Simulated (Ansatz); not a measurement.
# Sr: a tetragonal deformation path

An exercise on one series of results from a longer session: the logs are not shown, and one member is left open.

Computed with Ansatz 0.2.0 (DFT PBEsol, scalar-relativistic, plane waves, PAW, unless a step's input says otherwise).

## Starting point

Symmetry: Fm-3m, No. 225, cubic system. Conventional cell: a = 6.085 Å, b = 6.085 Å, c = 6.085 Å, α = 90.00°, β = 90.00°, γ = 90.00°. Sr (site symmetry m-3m) has 12 Sr at 4.30 Å in its first shell of neighbours.

Coordinates:

```
Sr
1.0
     0.00000    3.04235    3.04235
     3.04235    0.00000    3.04235
     3.04235    3.04235    0.00000
Sr
1
Cartesian
  0.0000 0.0000 0.0000
```

The cell is taken as given, not relaxed at this level.

The first run:

File input.yaml:

```yaml
crystal:
  lattice:
    - [0.0, 3.04235, 3.04235]
    - [3.04235, 0.0, 3.04235]
    - [3.04235, 3.04235, 0.0]
  atoms:
    - { symbol: Sr, position: [0.0, 0.0, 0.0] }
basis:
  ecutwfc: 420
kpoints:
  mp_grid: { grid: [10, 10, 10] }
hamiltonian:
  xc: pbesol
scf:
  occupations: { method: gaussian, width: 0.03 }
output:
  forces: true
  stress: true
  eigenvalues: true
  write_density: true
  write_potential: true
  elf: true
  volumetric_format: npy
```

The run is started by

```bash
$ ansatz run input.yaml --threads 1 --pin off --max-ram 2560MiB --backend cpu --events-out ev --progress --plain --runs-dir out
```

Among the steps run: The reference: the undisturbed cell on the scan's mesh; ρ = 0.707; At ρ = 1.414; Point ρ = 0.850; At ρ = 1.200; Point ρ = 0.780; At ρ = 1.300; At ρ = 0.920; At ρ = 1.100; ρ = 0.650; Point ρ = 1.500; At ρ = 0.960; ρ = 1.050.

One table of the session follows, with a row left open; its other results are not shown here.

The scan, with free energies counted from the undisturbed cell:

| ρ | ΔE (meV/atom) | pressure (GPa) |
| --- | --- | --- |
| 0.650 | 7.4 | -1.0 |
| 0.707 | 4.4 | -1.1 |
| 0.780 | ? | ? |
| 0.850 | 3.6 | -1.0 |
| 0.920 | 1.2 | -0.9 |
| 0.960 | 0.4 | -0.9 |
| 1.000 | 0.0 | -0.9 |
| 1.050 | 0.9 | -0.9 |
| 1.100 | 5.5 | -0.9 |
| 1.200 | 30.6 | -1.0 |
| 1.300 | 75.7 | -0.9 |
| 1.414 | 145.0 | -0.8 |
| 1.500 | 213.5 | -0.6 |

**Question.** Estimate the row for ρ = 0.780.

Worked estimate for «ΔE (meV/atom)». A straight line through the neighbours (0.707, 4.4) and (0.850, 3.6) gives 4.4 + (3.6 − 4.4) × (0.780 − 0.707) / (0.850 − 0.707) = 4.0; a parabola fitted to 4 rows on both sides gives 3.9.

**Answer.** ΔE (meV/atom): 6.4; pressure (GPa): -1.1. In «ΔE (meV/atom)» the line misses by -2.4 and the parabola by -2.5. Between these rows the values bend or scatter more than so simple an estimate can follow.
